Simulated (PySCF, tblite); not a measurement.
# C₇H₁₀F₂O₂: geometry, infrared bands, NMR shifts, spin-spin couplings and electronic excitations

What infrared bands, NMR shifts, spin-spin couplings and electronic excitations should C₇H₁₀F₂O₂ (`C[C@@H]1COC[C@H](C(F)F)C1=O`) show?

Computed with tblite 0.8.0 and PySCF 2.14.0, with density-fitted response routines of our own, on a single molecule in the gas phase. Atoms count from 0, in the outputs and in this text.

## (1) The molecule as given

21 atoms, charge 0, multiplicity 1; geometry from: force field or distance geometry start.

Bonds of the start (Å): C0–C1 1.53, C1–C2 1.52, C2–O3 1.43, O3–C4 1.42, C4–C5 1.51, C5–C6 1.51, C6–F7 1.35, C6–F8 1.36, C5–C9 1.51, C9–O10 1.23, C9–C1 1.52, C0–H11 1.09, C0–H12 1.08, C0–H13 1.10, C1–H14 1.11, C2–H15 1.09, C2–H16 1.10, C4–H17 1.10, C4–H18 1.09, C5–H19 1.10, C6–H20 1.10.

## (2) Optimising the geometry with GFN2-xTB

What the job is given:

```
{"job": {"kind": "relax", "xc": "GFN2-xTB", "basis": "xTB"}, "charge": 0, "multiplicity": 1}
C      2.406600     1.070000     0.399500
C      1.215100     0.136900     0.606200
C      1.347900    -1.109200    -0.259500
O      0.203700    -1.947100    -0.079900
C     -0.995900    -1.334800    -0.538200
C     -1.323500    -0.110800     0.292100
C     -2.529400     0.611900    -0.249400
F     -2.397100     0.814000    -1.578100
F     -3.617500    -0.189100    -0.085000
C     -0.119200     0.799500     0.322900
O     -0.229300     2.021300     0.228300
H      2.427800     1.436600    -0.629700
H      3.340300     0.569000     0.625200
H      2.330300     1.944900     1.055700
H      1.179300    -0.159100     1.672700
H      2.225400    -1.680200     0.026600
H      1.429700    -0.848200    -1.323200
H     -0.875300    -1.099000    -1.609300
H     -1.799300    -2.069300    -0.459500
H     -1.494900    -0.415000     1.338300
H     -2.733700     1.574800     0.243700
```

Started as:

```sh
OMP_NUM_THREADS=2 python probes_run.py task.json out
```

One launch serves the whole session: the jobs run in the order shown.

**Question.** This job is followed by: GFN2-xTB harmonic vibrations, gas phase; PBE0-D3(BJ)/def2-SVP geometry optimisation, gas phase; GIAO PBE0/pcSseg-1 NMR shielding, non-relativistic, gas phase; B3LYP/pcJ-1 indirect spin-spin coupling, non-relativistic, gas phase; TDDFT CAM-B3LYP/def2-SVPD, vertical, gas phase, core orbitals frozen in the response; GIAO PBE0/pcSseg-2 NMR shielding, non-relativistic, gas phase. What will the session give for the following? strongest single infrared mode (GFN2-xTB); zero-point energy (GFN2-xTB); point group; rotational constants (main isotopes); ¹³C shifts against TMS (PBE0/pcSseg-1); ¹H shifts against TMS (PBE0/pcSseg-1, means over atoms taken as alike); ¹⁷O shifts against H2O (PBE0/pcSseg-1); ¹⁹F shifts against CFCl3 (PBE0/pcSseg-1); largest coupling of the table (B3LYP/pcJ-1); lowest singlet (CAM-B3LYP/def2-SVPD); brightest single state of those computed; lowest triplet; range of the shift of O10.

As calculated:

| quantity | value |
| --- | --- |
| strongest single infrared mode (GFN2-xTB) | 1778 cm⁻¹, 340 km/mol |
| zero-point energy (GFN2-xTB) | 102.3 kcal/mol |
| point group | C1 |
| rotational constants (main isotopes) | 1.84, 0.81, 0.64 GHz |
| ¹³C shifts against TMS (PBE0/pcSseg-1) | 210.9, 117.3, 75.8, 67.2, 54.6, 47.1, 10.3 ppm |
| ¹H shifts against TMS (PBE0/pcSseg-1, means over atoms taken as alike) | 6.44, 4.40, 4.08, 3.60, 3.04, 2.44, 2.16, 0.93 ppm |
| ¹⁷O shifts against H2O (PBE0/pcSseg-1) | 649.4, 42.3 ppm |
| ¹⁹F shifts against CFCl3 (PBE0/pcSseg-1) | -144.9, -151.5 ppm |
| largest coupling of the table (B3LYP/pcJ-1) | ¹J(C,F) C6–F7, -302.6 Hz |
| lowest singlet (CAM-B3LYP/def2-SVPD) | 4.39 eV (282 nm), f = 0.000 |
| brightest single state of those computed | state 10, 8.33 eV, f = 0.043 |
| lowest triplet | 3.84 eV |
| range of the shift of O10 | 640.3 to 649.4 ppm |

No mode is imaginary among the 57: a minimum at this level. The strongest single mode, at 1778 cm⁻¹, moves mainly C9 and O10. Unscaled tight-binding wavenumbers are off by several per cent, some by more. Its intensities can rank the bands wrongly. The most deshielded carbon is C9 (ketone carbonyl carbon), at 210.9 ppm: the double bond to the heteroatom, with no lone-pair donor beside it, deshields it most. The most deshielded hydrogen is H20 (hydrogen on an sp3 CH bonded to 2 F), at 6.44 ppm: its carbon carries F, hence the downfield position. In the run at B3LYP/pcJ-1, the largest coupling of the table is C6–F7, -302.6 Hz, of which the Fermi-contact term gives -303.7 Hz. Couplings across rotatable bonds belong to this one conformer; where others are populated, the observed values are averages. Density functionals describe couplings to fluorine poorly, F–F couplings above all, so those rows are rough. The first singlet state (HOMO→LUMO 0.89) lies at 4.39 eV and is dark; of the 10 states computed, the strongest absorption comes from states 9 to 10 together at 8.33 eV (the last computed, so partners may be missing). The lowest triplet lies 0.55 eV below the lowest singlet (triplets in Tamm-Dancoff, singlets in full TDDFT). In ppm, O10 moves most: its shift spreads over 9.1 ppm, from 640.3 (PBE0/pcSseg-2) to 649.4 (PBE0/pcSseg-1). Most of that comes from the computed reference, not from the atom's own shielding.
